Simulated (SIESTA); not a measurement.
Runs of SIESTA 5.4.2 on Zn. The cell holds a slab with vacuum, 6 atoms: a = 2.617 Å, b = 2.619 Å, c = 27.159 Å, α = 90.00°, β = 90.00°, γ = 119.98°. The slab is cut from a database's or a generator's crystal, which needn't be the stable form of the element.

```csv
level,gap on the mesh (eV),largest force (eV/Å)
vdW-DF-C09,none,(a)
vdW-DF-cx,none,0.10
vdW-DF,none,0.27
vdW-DF2,none,(b)
VV10,none,0.06
```

Alike in all rows: task band structure; potentials or basis PseudoDojo 0.4 standard (PBE files), DZP (energy shift 0.003 Ry; two zetas on semicore shells); no spin polarisation; cell as given; k mesh 12 × 12 × 1; smearing fermi-dirac 0.05 eV; grid cutoff 800 Ry; energy shift 0.003 Ry.

Problem. Estimate the missing entries.

Solution. (a) 0.15; (b) 0.36.

Caveats: the valence orbitals were made in a potential fitted to the semicore shell under them, which widens gaps by tenths of an eV or more; the potentials were made for another functional, which shifts forces and pressure; the basis of atomic orbitals isn't converged, which shifts pressures, moduli and gaps; the non-local part is tabulated coarsely and may be off by about a percent (some runs).

A k mesh can miss the band edges.

A gap of «none» marks a metal or a gap under the smearing width.

Not every run made on this cell is shown here.
